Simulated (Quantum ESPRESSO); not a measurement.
# Ge (I4_1/amd) in Quantum ESPRESSO: single point with LDA

Aim: the single point of Ge with LDA.

Everything below comes from runs of Quantum ESPRESSO 7.5. Logs are shortened: lines on timing, memory, paths and dates and some standing lists are left out, and cuts for length are marked.

**1. The crystal as given**

The structure is tetragonal, space group I4_1/amd (No. 141). Conventional cell: a = 3.938 Å, b = 3.938 Å, c = 5.632 Å, α = 90.00°, β = 90.00°, γ = 90.00°. Ge (site symmetry -4m2) is surrounded by 4 Ge at 2.42 Å.

**2. Single point, LDA**

Contents of pw.in:

```
&CONTROL
  calculation = 'scf'
  prefix = 'pwscf'
  outdir = './tmp'
  pseudo_dir = './pseudo'
  tprnfor = .true.
  tstress = .true.
  disk_io = 'nowf'
/
&SYSTEM
  ibrav = 0
  nat = 2
  ntyp = 1
  ecutwfc = 78
  nbnd = 21
  occupations = 'smearing'
  smearing = 'gaussian'
  degauss = 0.00073499
/
&ELECTRONS
  conv_thr = 4d-10
  electron_maxstep = 120
  mixing_beta = 0.5
/
ATOMIC_SPECIES
Ge    72.6300 Ge.upf
CELL_PARAMETERS angstrom
   0.0000000000    2.7843750000    2.8158750000
   2.7843750000    0.0000000000    2.8158750000
   2.7843750000    2.7843750000    0.0000000000
ATOMIC_POSITIONS crystal
Ge     0.0000000000    0.0000000000    0.0000000000
Ge     0.2500000000    0.2500000000    0.2500000000
K_POINTS automatic
10 10 10 0 0 0
```

Potentials or basis: PseudoDojo 0.4.1 SR LDA standard.

Started as:

```sh
$ OMP_NUM_THREADS=1 pw.x -in pw.in > pw.out
```

pw.out:

```text
This program is part of the open-source Quantum ESPRESSO suite
     for quantum simulation of materials; please cite
         "P. Giannozzi et al., J. Phys.:Condens. Matter 21 395502 (2009);
         "P. Giannozzi et al., J. Phys.:Condens. Matter 29 465901 (2017);
         "P. Giannozzi et al., J. Chem. Phys. 152 154105 (2020);
     in publications or presentations arising from this work. More details at

     Message from routine setup:
     using ibrav=0 with symmetry is DISCOURAGED, use correct ibrav instead

     G-vector sticks info
     --------------------
     sticks:   dense  smooth     PW     G-vecs:    dense   smooth      PW
     Sum        1197    1197    357                27485    27485    4413

     Using Slab Decomposition

     bravais-lattice index     =            0
     lattice parameter (alat)  =       7.4834  a.u.
     unit-cell volume          =     294.6425 (a.u.)^3
     number of atoms/cell      =            2
     number of atomic types    =            1
     number of electrons       =        28.00
     number of Kohn-Sham states=           21
     kinetic-energy cutoff     =      78.0000  Ry
     charge density cutoff     =     312.0000  Ry
     scf convergence threshold =      4.0E-10
     mixing beta               =       0.5000
     number of iterations used =            8  plain     mixing
     Exchange-correlation= SLA  PW   NOGX NOGC
                           (   1   4   0   0   0   0   0)

     celldm(1)=   7.483386  celldm(2)=   0.000000  celldm(3)=   0.000000
     celldm(4)=   0.000000  celldm(5)=   0.000000  celldm(6)=   0.000000

     crystal axes: (cart. coord. in units of alat)
               a(1) = (   0.000000   0.703118   0.711073 )
               a(2) = (   0.703118   0.000000   0.711073 )
               a(3) = (   0.703118   0.703118   0.000000 )

     reciprocal axes: (cart. coord. in units 2 pi/alat)
               b(1) = ( -0.711118  0.711118  0.703163 )
               b(2) = (  0.711118 -0.711118  0.703163 )
               b(3) = (  0.711118  0.711118 -0.703163 )

     PseudoPot. # 1 for Ge read from file:
     Ge.upf
     Pseudo is Norm-conserving + core correction, Zval = 14.0
     Generated using ONCVPSP code by D. R. Hamann
     Using radial grid of 1524 points,  6 beta functions with:
                l(1) =   0
                l(2) =   0
                l(3) =   1
                l(4) =   1
                l(5) =   2
                l(6) =   2

     atomic species   valence    mass     pseudopotential
     Ge               14.00    72.63000     Ge( 1.00)

     16 Sym. Ops., with inversion, found ( 8 have fractional translation)

   Cartesian axes

     site n.     atom                  positions (alat units)
         1        Ge     tau(   1) = (   0.0000000   0.0000000   0.0000000  )
         2        Ge     tau(   2) = (   0.3515592   0.3515592   0.3555364  )

     number of k points=   102  Gaussian smearing, width (Ry)=  0.0007

     Number of k-points >= 100: set verbosity='high' to print them.

     Dense  grid:    27485 G-vectors     FFT dimensions: (  48,  48,  48)

     Initial potential from superposition of free atoms

     starting charge      27.9987, renormalised to      28.0000
     Starting wfcs are   18 randomized atomic wfcs +    3 random wfcs

     Self-consistent Calculation

     iteration #  1     ecut=    78.00 Ry     beta= 0.50
     Davidson diagonalization with overlap
     ethr =  1.00E-02,  avg # of iterations =  5.3

     Threshold (ethr) on eigenvalues was too large:
     Diagonalizing with lowered threshold

     Davidson diagonalization with overlap
     ethr =  1.28E-04,  avg # of iterations =  3.2

     total energy              =    -356.94097231 Ry
     estimated scf accuracy    <       0.03697769 Ry

     iteration #  2     ecut=    78.00 Ry     beta= 0.50
     Davidson diagonalization with overlap
     ethr =  1.32E-04,  avg # of iterations =  1.1

     total energy              =    -356.93979756 Ry
     estimated scf accuracy    <       0.00614776 Ry

     iteration #  3     ecut=    78.00 Ry     beta= 0.50
     Davidson diagonalization with overlap
     ethr =  2.20E-05,  avg # of iterations =  3.1

     total energy              =    -356.94022926 Ry
     estimated scf accuracy    <       0.00008537 Ry

     iteration #  4     ecut=    78.00 Ry     beta= 0.50
     Davidson diagonalization with overlap
     ethr =  3.05E-07,  avg # of iterations =  4.4

     total energy              =    -356.94023976 Ry
     estimated scf accuracy    <       0.00000477 Ry

     iteration #  5     ecut=    78.00 Ry     beta= 0.50
     Davidson diagonalization with overlap
     ethr =  1.70E-08,  avg # of iterations =  1.4

     total energy              =    -356.94023982 Ry
     estimated scf accuracy    <       0.00000033 Ry

     iteration #  6     ecut=    78.00 Ry     beta= 0.50
     Davidson diagonalization with overlap
     ethr =  1.19E-09,  avg # of iterations =  2.0

     total energy              =    -356.94023996 Ry
     estimated scf accuracy    <       0.00000006 Ry

     iteration #  7     ecut=    78.00 Ry     beta= 0.50
     Davidson diagonalization with overlap
     ethr =  2.19E-10,  avg # of iterations =  2.0

     total energy              =    -356.94023997 Ry
     estimated scf accuracy    <          2.6E-09 Ry

     iteration #  8     ecut=    78.00 Ry     beta= 0.50
     Davidson diagonalization with overlap
     ethr =  9.29E-12,  avg # of iterations =  2.0

     End of self-consistent calculation

     Number of k-points >= 100: set verbosity='high' to print the bands.

     the Fermi energy is     9.8616 ev

!    total energy              =    -356.94023997 Ry
     estimated scf accuracy    <          5.0E-11 Ry
     smearing contrib. (-TS)   =      -0.00000000 Ry
     internal energy E=F+TS    =    -356.94023997 Ry

     The total energy is F=E-TS. E is the sum of the following terms:
     one-electron contribution =    -180.37173885 Ry
     hartree contribution      =     109.24432551 Ry
     xc contribution           =     -85.90029368 Ry
     ewald contribution        =    -199.91253294 Ry

     convergence has been achieved in   8 iterations

     Forces acting on atoms (cartesian axes, Ry/au):

     atom    1 type  1   force =     0.00000000    0.00000000    0.00000000
     atom    2 type  1   force =     0.00000000    0.00000000    0.00000000

     Total force =     0.000000     Total SCF correction =     0.000000

     Computing stress (Cartesian axis) and pressure

          total   stress  (Ry/bohr**3)                   (kbar)     P=       11.41
   0.00009771  -0.00000000   0.00000000           14.37       -0.00        0.00
  -0.00000000   0.00009771   0.00000000           -0.00       14.37        0.00
   0.00000000   0.00000000   0.00003723            0.00        0.00        5.48

=------------------------------------------------------------------------------=
   JOB DONE.
=------------------------------------------------------------------------------=
```

Run time: 2.2 min. Hardware: 1 thread of Arm Neoverse V1, shared host; peak memory 0.16 GiB.

Results:

| Quantity | Value |
| --- | --- |
| Free energy | -4856.4194 eV |
| Pressure | 1.1 GPa |
| Band gap on the k mesh | 0.11 eV, direct |
